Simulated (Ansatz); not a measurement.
# SVWN5/def2-SVP run of CH4ClGa (SMILES [CH3][GaH][Cl])

What is the electronic atomisation energy of CH4ClGa at SVWN5/def2-SVP? 

The calculation is run with Ansatz 0.2.0.

62 further runs of the same task are left out: 62 set aside as unsound or not needed. Runs told in other sessions of the task aren't counted.

## (1) The molecule

The species is CH4ClGa (7 atoms), meant as a singlet with charge 0. SMILES: `[CH3][GaH][Cl]`. The shape is that of a PBE0-D4/def2-TZVP optimisation.

Bond lengths: C1–Ga2 1.952 Å, Ga2–Cl3 2.160 Å, C1–H4 1.093 Å, C1–H5 1.089 Å, C1–H6 1.093 Å, Ga2–H7 1.560 Å. Angles: C1–Ga2–Cl3 116.2°, C1–Ga2–H7 130.1°, Cl3–Ga2–H7 113.7°, Ga2–C1–H4 110.2°, Ga2–C1–H5 110.9°, Ga2–C1–H6 109.9°, H4–C1–H5 109.3°, H4–C1–H6 107.4°, H5–C1–H6 109.1°.

## (2) A single-point energy at SVWN5/def2-SVP

The input, molecule.yaml:

```yaml
basis:
  gaussian:
    orbitals: def2-SVP
crystal:
  periodic: [false, false, false]
  atoms:
    - {symbol: C, position_ang: [-0.730500, 0.588300, -0.200700]}
    - {symbol: Ga, position_ang: [0.846300, -0.538100, 0.035700]}
    - {symbol: Cl, position_ang: [0.865000, -1.794800, 1.792800]}
    - {symbol: H, position_ang: [-0.435900, 1.637200, -0.283800]}
    - {symbol: H, position_ang: [-1.418300, 0.473600, 0.636300]}
    - {symbol: H, position_ang: [-1.245900, 0.318700, -1.126000]}
    - {symbol: H, position_ang: [2.119300, -0.684800, -0.854300]}
hamiltonian:
  xc: {name: SVWN5}
accuracy: high
output: {orbitals: {seedname: orbitals}}
```

Launch:

```sh
$ ansatz run molecule.yaml --threads 1 --pin off --max-ram 3480MiB --events-out events.jsonl --progress --plain --runs-dir runs
```

Log:

```text
Warning: RAYON_NUM_THREADS=1 ignored (pool sized by the plan → 1); use --threads N
Functional definition: SVWN5
  name "SVWN5"
  exchange = slater_x
  correlation = vwn5_c
1770 factors; integrals over basis functions are off by at most 8.8e-9 eV
mean field evaluation 1: about -65850.3611 eV, gradient 6.6e1 eV
mean field evaluation 2: about -65831.0218 eV, gradient 1.0e2 eV
mean field evaluation 4: about -65859.5570 eV, gradient 4.8e0 eV
mean field evaluation 8: about -65859.6194 eV, gradient 3.9e-1 eV
mean field evaluation 16: about -65859.6197 eV, gradient 1.2e-5 eV
mean field -65859.61972882 eV, -2420.2963837805 hartree, gradient 4.7e-8 eV, S^2 0.000000; 0 other end points of the search recorded, 0 dependent functions left out
reference -65859.61973212 eV, -2420.2963839016 hartree; 29, 29 occupied and 55, 55 virtual orbitals, 1770 factors
Total energy: -65859.61973212 eV, -2420.2963839016 hartree
```

Wall time 2 s (1 thread of Intel Xeon 6975P-C (Granite Rapids), shared host); peak memory 0.21 GiB.

## (3) The C atom, same level

The input, job.yaml:

```yaml
crystal:
  periodic: [false, false, false]
  atoms:
    - {symbol: C, position_ang: [0.000000, 0.000000, 0.000000]}
basis:
  gaussian: {orbitals: def2-SVP}
magnetization: {spin_polarized: true, initial_magnetization: 2}
hamiltonian: {xc: {name: SVWN5}}
accuracy: high
```

Run the same way, it converges to -37.42165 Eh (log not shown).

## (4) The Cl atom at the same level

The input, job.yaml:

```yaml
basis:
  gaussian:
    orbitals: def2-SVP
crystal:
  periodic: [false, false, false]
  atoms:
    - symbol: Cl
      position_ang: [0.000000, 0.000000, 0.000000]
magnetization:
  spin_polarized: true
  initial_magnetization: 1
hamiltonian:
  xc: {name: SVWN5}
accuracy: high
```

Run the same way, it converges to -458.48644 Eh (log not shown).

## (5) The Ga atom at the same level

The input, in.yaml:

```yaml
crystal:
  periodic: [false, false, false]
  atoms:
    - {symbol: Ga, position_ang: [0.000000, 0.000000, 0.000000]}
basis:
  gaussian: {orbitals: def2-SVP}
magnetization: {spin_polarized: true, initial_magnetization: 1}
hamiltonian: {xc: {name: SVWN5}}
accuracy: high
```

Run the same way, it converges to -1921.53312 Eh (log not shown).

## (6) The H atom

The input, run.yaml:

```yaml
basis:
  gaussian:
    orbitals: def2-SVP
crystal:
  periodic: [false, false, false]
  atoms:
    - symbol: H
      position_ang: [0.000000, 0.000000, 0.000000]
accuracy: high
hamiltonian:
  xc: {name: SVWN5}
magnetization:
  spin_polarized: true
  initial_magnetization: 1
```

Run the same way, it converges to -0.47747 Eh (log not shown).

## (7) Results

At SVWN5/def2-SVP:

| quantity | value |
| --- | --- |
| molecule: total energy | -2420.29638 Eh |
| molecule: HOMO energy | -6.74 eV |
| molecule: LUMO energy | -2.24 eV |
| molecule: HOMO–LUMO gap | 4.50 eV |
| C atom: total energy | -37.42165 Eh |
| C atom: ⟨S²⟩ | 2.002 |
| Cl atom: total energy | -458.48644 Eh |
| Cl atom: ⟨S²⟩ | 0.751 |
| Ga atom: total energy | -1921.53312 Eh |
| Ga atom: ⟨S²⟩ | 0.751 |
| H atom: total energy | -0.47747 Eh |
| H atom: ⟨S²⟩ | 0.750 |
| electronic atomisation energy | 25.723 eV |

In words: Taking the molecule apart into free atoms costs 25.72 eV (593 kcal/mol), before zero-point energy and without spin-orbit coupling.
